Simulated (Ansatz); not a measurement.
# C₂H₇GeN: one species, many methods

Aim: compute C₂H₇GeN with functionals from several rungs and with coupled cluster. The yardstick is the atomisation energy at the CCSD(T) limit.

Computed with Ansatz 0.2.0, Gaussian basis. Level: functionals in def2-TZVPP, the program's frozen cores in correlated methods.

Plan: LDA (SPW92), PBE-D4, revPBE-D4, BLYP-D4, r2SCAN-D4, B97M-V, PBE0-D4, B3LYP-D4, r2SCANh-D4, r2SCAN0-D4, HSE06-D4, BHLYP-D4, CAM-B3LYP-D4, LC-ωPBE, ωB97X-V, ωB97M-V, B2PLYP, PBE-QIDH; CCSD(T)/def2-SVP; CCSD(T)/def2-TZVPP; MP2/def2-QZVPP; extrapolation to the limit; RPA on PBE.

**1. The relaxed structure**

An earlier PBE0-D4 in a triple-zeta def2 set relaxation fixed the geometry.

SMILES `[CH3][GeH]1[CH2][NH]1`, 11 atoms, charge 0, spin multiplicity 1.

Atoms are counted from 1 here; the program's logs count them from 0.

Bond lengths: C1–Ge2 1.937 Å, C1–H5 1.090 Å, C1–H6 1.091 Å, C1–H7 1.090 Å, Ge2–C3 1.916 Å, Ge2–N4 1.878 Å, Ge2–H8 1.531 Å, C3–N4 1.482 Å, C3–H9 1.087 Å, C3–H10 1.088 Å, N4–H11 1.013 Å. Angles: Ge2–C1–H5 111.0°, Ge2–C1–H6 110.3°, Ge2–C1–H7 108.2°, H5–C1–H6 109.0°, H5–C1–H7 109.3°, H6–C1–H7 109.0°, C1–Ge2–C3 123.7°, C1–Ge2–N4 113.5°, C1–Ge2–H8 118.0°, C3–Ge2–N4 46.0°, C3–Ge2–H8 117.2°, N4–Ge2–H8 115.8°, Ge2–C3–N4 65.7°, Ge2–C3–H9 120.3°, Ge2–C3–H10 117.8°, N4–C3–H9 114.0°, N4–C3–H10 118.2°, H9–C3–H10 112.9° and more.

**2. LDA**

This LDA is Slater exchange with PW92 correlation.

The input, in.yaml:

```yaml
crystal:
  periodic: [false, false, false]
  atoms:
    - {symbol: C, position_ang: [-1.103179, 1.461435, -0.185597]}
    - {symbol: Ge, position_ang: [-0.123520, -0.159755, -0.589114]}
    - {symbol: C, position_ang: [1.413707, -0.745699, 0.393881]}
    - {symbol: N, position_ang: [0.125958, -1.273448, 0.902598]}
    - {symbol: H, position_ang: [-0.823397, 2.266875, -0.864905]}
    - {symbol: H, position_ang: [-2.176187, 1.284570, -0.267147]}
    - {symbol: H, position_ang: [-0.868264, 1.754531, 0.837537]}
    - {symbol: H, position_ang: [-0.424230, -0.872599, -1.909951]}
    - {symbol: H, position_ang: [1.917040, -0.069327, 1.080108]}
    - {symbol: H, position_ang: [2.095964, -1.438077, -0.095887]}
    - {symbol: H, position_ang: [0.031406, -2.265405, 0.719077]}
basis:
  gaussian: {orbitals: def2-TZVPP}
hamiltonian: {xc: lda}
output: {orbitals: {seedname: orbitals}}
```

Run with:

```bash
> ansatz run in.yaml --threads 4 --pin off --events-out ev --progress --plain --max-ram 10444MiB
```

After this run come: PBE-D4 (GGA); revPBE-D4 (GGA); BLYP-D4 (GGA); r2SCAN-D4 (meta-GGA); B97M-V (meta-GGA); B3LYP-D4 (hybrid); r2SCANh-D4 (hybrid); r2SCAN0-D4 (hybrid); HSE06-D4 (hybrid); BHLYP-D4 (hybrid); CAM-B3LYP-D4 (range-separated); LC-ωPBE (range-separated); ωB97X-V (range-separated); ωB97M-V (range-separated); B2PLYP (double hybrid); PBE-QIDH (double hybrid); CCSD(T) in def2-SVP; CCSD(T) in def2-TZVPP; MP2 in def2-QZVPP; RPA on PBE orbitals.

Before running them: what should the planned runs give, taken together? Wanted: atomisation energy, CCSD(T)/CBS; farthest beyond LDA; mean size of error, GGA; mean size of error, meta-GGA; mean size of error, hybrid; mean size of error, range-separated; mean size of error, double hybrid; gap, smallest and largest; T1 diagnostic.

The runs gave:

| quantity | value |
| --- | --- |
| atomisation energy, CCSD(T)/CBS | 912.2 kcal/mol |
| functionals within 9.1 kcal/mol (1.0 %) | revPBE-D4, BLYP-D4, r2SCAN-D4, B97M-V, PBE0-D4, B3LYP-D4, r2SCANh-D4, HSE06-D4, CAM-B3LYP-D4, LC-ωPBE, ωB97X-V, ωB97M-V, PBE-QIDH |
| farthest beyond LDA | BHLYP-D4 (-30.5 kcal/mol) |
| mean size of error, GGA | 9.3 kcal/mol |
| mean size of error, meta-GGA | 1.4 kcal/mol |
| mean size of error, hybrid | 9.5 kcal/mol |
| mean size of error, range-separated | 2.6 kcal/mol |
| mean size of error, double hybrid | 10.1 kcal/mol |
| gap, smallest and largest | 4.45 eV (BLYP-D4), 11.27 eV (LC-ωPBE) |
| T1 diagnostic | 0.0117 |
| triples share of the correlation energy | 4.1 % |

LDA overbinds by 132.0 kcal/mol (14 %). PBE-D4 misses by +15.5 kcal/mol. Double hybrids carry the basis error of their MP2 part in triple zeta, and no dispersion term here, so their miss is partly the set-up's. The rungs meta-GGA, range-separated miss on average by less than the doubt on the reference (9.1 kcal/mol), so they tie. Misses under about 9.1 kcal/mol are within the doubt on the reference itself, which lacks core-valence correlation, relativity and higher excitations, and its outer-core shells are covered unevenly. Hartree-Fock recovers 70 % of the binding; the rest is correlation. CCSD(T) in def2-SVP is off by -58.2 kcal/mol, which most functionals beat. Orbital gaps span 4.5 to 11.3 eV; exact exchange widens them. Correlated methods include outer-core shells of Ge, which these sets cover unevenly.
